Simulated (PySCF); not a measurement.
# C2H3BF2O2: the cost of one run

The runs use PySCF 2.14.0, with density-fitted response routines of our own; the level of theory stands in each step. All values are computed, except where a source is named. Atoms are numbered from 0 throughout.

### Step 1. Starting geometry

10 atoms, charge 0, multiplicity 1; geometry from: PBE0-D3(BJ)/def2-SVP.

Bonds of the start (Å): O0–C1 1.23, C1–O2 1.28, O2–C3 1.47, C3–B4 1.63, B4–F5 1.36, B4–F6 1.36, C1–H7 1.10, C3–H8 1.10, C3–H9 1.10.

### Step 2. Core-electron binding energies: SCAN, X2C

What the job is given:

```
{"job": {"kind": "xps"}, "charge": 0, "multiplicity": 1}
O      0.710860    -0.615666    -1.212539
C      1.559905    -0.448169    -0.333884
O      1.245689    -0.033283     0.839203
C     -0.206907     0.181094     0.913847
B     -0.779805    -0.210731    -0.564616
F     -1.229648     0.820094    -1.321920
F     -1.520165    -1.343089    -0.640188
H      2.628362    -0.644179    -0.505182
H     -0.561634    -0.459192     1.732317
H     -0.340532     1.234276     1.193998
```

Method: delta-SCF UKS SCAN, pcX-2 on the ionised atom, pcseg-1 elsewhere, spin-free X2C.

Started as:

```
$ OMP_NUM_THREADS=1 python probes_run.py task.json out
```

One launch serves the whole session: the jobs run in the order shown.

**Question.** How long does this first job take on 1 thread of Arm Neoverse V2, shared host, and how much memory does it need?

About 35 s, with a peak of 0.51 GiB.
